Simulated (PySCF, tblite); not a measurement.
# C₇H₉ClSi: geometry, infrared bands and NMR shifts

Aim: predict the infrared bands and NMR shifts of C₇H₉ClSi (`C#C[C@@H]1C=C[C@@H](Cl)[SiH2]C1`).

Computed with tblite 0.8.0 and PySCF 2.14.0, with density-fitted response routines of our own, on a single molecule in the gas phase. Atoms count from 0, in the outputs and in this text.

### Step 1. Starting geometry

18 atoms, charge 0, multiplicity 1; geometry from: force field or distance geometry start.

Bonds of the start (Å): C0–C1 1.21, C1–C2 1.46, C2–C3 1.48, C3–C4 1.32, C4–C5 1.51, C5–Cl6 1.78, C5–Si7 1.88, Si7–C8 1.87, C8–C2 1.50, C0–H9 1.07, C2–H10 1.10, C3–H11 1.11, C4–H12 1.08, C5–H13 1.10, Si7–H14 1.46, Si7–H15 1.47, C8–H16 1.10, C8–H17 1.11.

### Step 2. Optimising the geometry with GFN2-xTB

What the job is given:

```
{"job": {"kind": "relax", "xc": "GFN2-xTB", "basis": "xTB"}, "charge": 0, "multiplicity": 1}
C      2.955700    -1.493600     1.280900
C      2.009700    -0.879800     0.834600
C      0.867800    -0.130700     0.330100
C     -0.301300    -0.193300     1.231700
C     -1.446500     0.445400     1.060300
C     -1.601300     1.315000    -0.158600
Cl    -0.700800     2.838300     0.047700
Si    -0.966300     0.337900    -1.637500
C      0.472000    -0.681100    -1.003000
H      3.771200    -2.049000     1.690300
H      1.114200     0.934900     0.191100
H     -0.219100    -0.832200     2.133000
H     -2.225000     0.320900     1.791700
H     -2.654500     1.579300    -0.304700
H     -0.515200     1.316100    -2.622700
H     -2.053400    -0.518600    -2.133300
H      0.189400    -1.739700    -1.007300
H      1.294400    -0.563500    -1.736000
```

Started as:

```bash
$ OMP_NUM_THREADS=1 python probes_run.py task.json out
```

The driver reads the jobs from task.json and runs them one after another.

**Question.** This job is followed by: GFN2-xTB harmonic vibrations, gas phase; GIAO PBE0/pcSseg-1 NMR shielding, non-relativistic, gas phase. Predict these results of the whole session: strongest single infrared mode (GFN2-xTB); zero-point energy (GFN2-xTB); ¹³C shifts against TMS (PBE0/pcSseg-1); ¹H shifts against TMS (PBE0/pcSseg-1); ³⁵Cl shifts against HCl (PBE0/pcSseg-1); ²⁹Si shifts against TMS (PBE0/pcSseg-1).

**Answer**, as computed:

| quantity | value |
| --- | --- |
| strongest single infrared mode (GFN2-xTB) | 2244 cm⁻¹, 367 km/mol |
| zero-point energy (GFN2-xTB) | 81.8 kcal/mol |
| ¹³C shifts against TMS (PBE0/pcSseg-1) | 154.0, 136.5, 94.1, 75.1, 39.6, 26.4, 15.5 ppm |
| ¹H shifts against TMS (PBE0/pcSseg-1) | 6.66, 6.57, 4.39, 4.28, 3.98, 3.75, 1.63, 1.49, 1.10 ppm |
| ³⁵Cl shifts against HCl (PBE0/pcSseg-1) | 170 ppm |
| ²⁹Si shifts against TMS (PBE0/pcSseg-1) | -36.8 ppm |

**Reading.** Relaxing lowered the energy by 0.265 eV in 51 steps; the close pair that moved most is C2–C8, from 1.496 to 1.544 Å. All 48 modes are real, so the xTB geometry is a minimum. The strongest single mode, at 2244 cm⁻¹, moves mainly H15. GFN2-xTB is a fitted tight-binding method: band positions and strengths are rough. Its intensities can rank the bands wrongly. At PBE0/pcSseg-1: The largest span, 629 ppm, is at Cl6, where the paramagnetic term is -367 ppm.
